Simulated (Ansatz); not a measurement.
# NiO (Fm-3m): equation of state

How stiff is NiO (Fm-3m)? Energies and pressures are computed at volumes on both sides of the relaxed cell and fitted.

Program: Ansatz 0.2.0. Level of theory: DFT PBE+U (U_eff = 6.2 eV on Ni 3d), scalar-relativistic, plane waves, PAW. These are calculated values, not measurements.

### 1 The structure to begin with

The structure is cubic, space group Fm-3m (No. 225). The conventional cell has a = 4.251 Å, b = 4.251 Å, c = 4.251 Å, α = 90.00°, β = 90.00°, γ = 90.00°. Ni (site symmetry m-3m) is surrounded by 6 O at 2.13 Å. O (site symmetry m-3m) is surrounded by 6 Ni at 2.13 Å.

As a file:

```xyz
4
Lattice="1.5035 0.8680 2.4552 -1.5035 0.8680 2.4552 0.0000 -5.2027 -0.0020" Properties=species:S:1:pos:R:3 pbc="T T T"
Ni    1.5035    0.8680    2.4552
O     0.0000    0.0014    3.6823
Ni    1.5035   -0.8653    4.9095
O     0.0000   -1.7319    6.1366
```

An earlier run at PBE+U (U_eff = 6.2 eV on Ni 3d) left this cell at 9.601 Å³/atom and 0.00 GPa (10×10×6 mesh). The large moments point both ways and cancel.

Volume factors to run: 0.980, 1.020, 0.960, 1.040.

### 2 At 0.980 of the relaxed volume

The input, input.yaml:

```yaml
crystal:
  lattice:
    - [1.4934140451, 0.8622204948, 2.4387469781]
    - [-1.4934140451, 0.8622204948, 2.4387469781]
    - [0.0, -5.1677967716, -0.0019544603]
  atoms:
    - { symbol: Ni, position: [1.0, 0.0, 0.0], spin: 1.85 }
    - { symbol: O, position: [0.7499999994, 0.7499999994, 0.2499999982] }
    - { symbol: Ni, position: [1.5, 0.5, 0.5], spin: -1.85 }
    - { symbol: O, position: [1.2500000006, 1.2500000006, 0.7500000018] }
basis:
  ecutwfc: 420
  ecutrho_ratio: 4
kpoints:
  mp_grid: { grid: [10, 10, 6] }
hamiltonian:
  xc: pbe
  hubbard:
    sites:
      - { species: Ni, l: d, u_eff: 6.2, starting_ns: start.occupation_matrices }
    ns_hold: { iters: 6 }
scf:
  occupations: { method: gaussian, width: 0.05 }
  lower_state_search: "off"
output:
  forces: true
  stress: true
  eigenvalues: true
  populations: true
magnetization:
  spin_polarized: true
relax:
  f_tol: 0.01
  max_steps: 40
  cell: { stress_tol: 0.1, fix: [volume] }
```

The open shells start from the occupation matrices of the run at the neighbouring geometry (file start.occupation_matrices).

Launch:

```
> ansatz run input.yaml --threads 2 --pin off --max-ram 5120MiB --backend cpu --events-out ev --progress --plain --runs-dir out
```

After this run come: Volume × 1.020; Volume × 0.960; Scaling the volume by 1.040.

**Question.** What will these runs give? Wanted: V0; B0; B0′; scatter of the fit.

**Answer**, as computed:

| quantity | value |
| --- | --- |
| V0 | 9.602 Å³/atom |
| B0 | 181 GPa |
| B0′ | 4.1 |
| scatter of the fit | 0.004 meV/atom |

**Reading.** A third-order Birch–Murnaghan fit puts the minimum at 9.60 Å³/atom with a bulk modulus of 181 GPa. One per cent of compression takes about 1.8 GPa. The gap on the mesh shrinks from 3.05 to 2.51 eV as the cell expands over this range. These are values at 0 K without zero-point motion. With a Hubbard U or exact exchange the result depends on the state in which the open shell ends, and a lower one can't be excluded.
